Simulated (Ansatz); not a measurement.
# CH4GeO (SMILES O=[CH][GeH3]): single points off equilibrium

A test off equilibrium: a structure displaced at random from a GFN2-xTB minimum is computed at several levels, and each is set against CCSD(T).

Program: Ansatz 0.2.0, Gaussian basis. Level of theory: single points in def2-TZVPP. These are calculated values, not measurements.

Cores are frozen in the correlated methods. Filled d shells of the heavier atoms are correlated.

### 1 Where the work starts

SMILES `O=[CH][GeH3]`, 7 atoms, charge 0, spin multiplicity 1.

Atoms are counted from 1 here; the program's logs count them from 0.

Bond lengths: O1–C2 1.216 Å, C2–Ge3 1.979 Å, C2–H4 1.108 Å, Ge3–H5 1.510 Å, Ge3–H6 1.498 Å, Ge3–H7 1.496 Å. Angles: O1–C2–Ge3 123.6°, O1–C2–H4 119.5°, Ge3–C2–H4 116.9°, C2–Ge3–H5 110.6°, C2–Ge3–H6 111.2°, C2–Ge3–H7 110.6°, H5–Ge3–H6 107.2°, H5–Ge3–H7 110.2°, H6–Ge3–H7 106.9°.

Geometry (Å):

```xyz
7

O    -0.2007   -1.8088    1.0772
C    -0.4479   -1.0946    0.1252
Ge    0.2979    0.7242   -0.1015
H    -1.1403   -1.4535   -0.6619
H    -0.2949    1.3925   -1.3192
H    -0.0175    1.5912    1.0787
H     1.7888    0.6717   -0.2164
```

### 2 CCSD(T)/def2-TZVPP

The input, run/in.yaml:

```yaml
crystal:
  periodic: [false, false, false]
  atoms:
    - {symbol: O, position_ang: [-0.200700, -1.808800, 1.077200]}
    - {symbol: C, position_ang: [-0.447900, -1.094600, 0.125200]}
    - {symbol: Ge, position_ang: [0.297900, 0.724200, -0.101500]}
    - {symbol: H, position_ang: [-1.140300, -1.453500, -0.661900]}
    - {symbol: H, position_ang: [-0.294900, 1.392500, -1.319200]}
    - {symbol: H, position_ang: [-0.017500, 1.591200, 1.078700]}
    - {symbol: H, position_ang: [1.788800, 0.671700, -0.216400]}
basis:
  gaussian: {orbitals: def2-TZVPP}
correlation: {method: ccsd_t}
output: {forces: true}
```

The command line of these runs was not kept.

### 3 PBE0-D4/def2-TZVPP

Edit run/in.yaml of step 2 so:

```diff
@@ -12,3 +12,3 @@
   gaussian: {orbitals: def2-TZVPP}
-correlation: {method: ccsd_t}
-output: {forces: true}
+hamiltonian: {xc: pbe0, dispersion: d4}
+output: {forces: true, orbitals: {seedname: orbitals}}
```

### 4 wB97M-V/def2-TZVPP

Edit run/in.yaml of step 3 so:

```diff
@@ -12,3 +12,3 @@
   gaussian: {orbitals: def2-TZVPP}
-hamiltonian: {xc: pbe0, dispersion: d4}
-output: {forces: true, orbitals: {seedname: orbitals}}
+hamiltonian: {xc: {name: wB97M-V}}
+output: {forces: true}
```

### 5 r2SCAN-D4/def2-TZVPP

Edit run/in.yaml of step 4 so:

```diff
@@ -12,3 +12,3 @@
   gaussian: {orbitals: def2-TZVPP}
-hamiltonian: {xc: {name: wB97M-V}}
+hamiltonian: {xc: r2scan, dispersion: d4}
 output: {forces: true}
```

### 6 PBE-D4/def2-TZVPP

Edit run/in.yaml of step 5 so:

```diff
@@ -12,3 +12,3 @@
   gaussian: {orbitals: def2-TZVPP}
-hamiltonian: {xc: r2scan, dispersion: d4}
+hamiltonian: {xc: pbe, dispersion: d4}
 output: {forces: true}
```

### 7 r2SCANh-D4/def2-TZVPP

Edit run/in.yaml of step 6 so:

```diff
@@ -12,3 +12,3 @@
   gaussian: {orbitals: def2-TZVPP}
-hamiltonian: {xc: pbe, dispersion: d4}
+hamiltonian: {xc: {name: r2SCANh}, dispersion: d4}
 output: {forces: true}
```

### 8 wB97X-V/def2-TZVPP

Edit run/in.yaml of step 7 so:

```diff
@@ -12,3 +12,3 @@
   gaussian: {orbitals: def2-TZVPP}
-hamiltonian: {xc: {name: r2SCANh}, dispersion: d4}
+hamiltonian: {xc: {name: wB97X-V}}
 output: {forces: true}
```

(Steps that only read results are left out.)

**Question.** What will these runs give? Wanted: energy less free atoms, CCSD(T)/def2-TZVPP; RMS force component; RMS force error; HOMO and LUMO, PBE0-D4; T1 diagnostic.

**Answer**, as computed:

| quantity | value |
| --- | --- |
| energy less free atoms, CCSD(T)/def2-TZVPP | -538.9 kcal/mol |
| RMS force component | 0.234 to 0.490 eV/Å over the methods |
| RMS force error | PBE0-D4 0.394, wB97M-V 0.313, r2SCAN-D4 0.288, PBE-D4 0.188, r2SCANh-D4 0.371, wB97X-V 0.271 eV/Å |
| HOMO and LUMO, PBE0-D4 | -7.23 and -1.78 eV |
| T1 diagnostic | 0.015 |

What this shows: Against CCSD(T) the functionals' energies less atoms differ by -20.9 to -6.4 kcal/mol, PBE-D4 by -20.9 kcal/mol. CCSD(T) in triple zeta still lacks some correlation energy of the bonds, so part of these gaps is its own basis error and they don't rank the functionals. For forces PBE-D4 does best and PBE0-D4 worst. Frozen-core CCSD(T) forces in triple zeta carry basis errors of their own, and this is one geometry, so small gaps rank nothing.
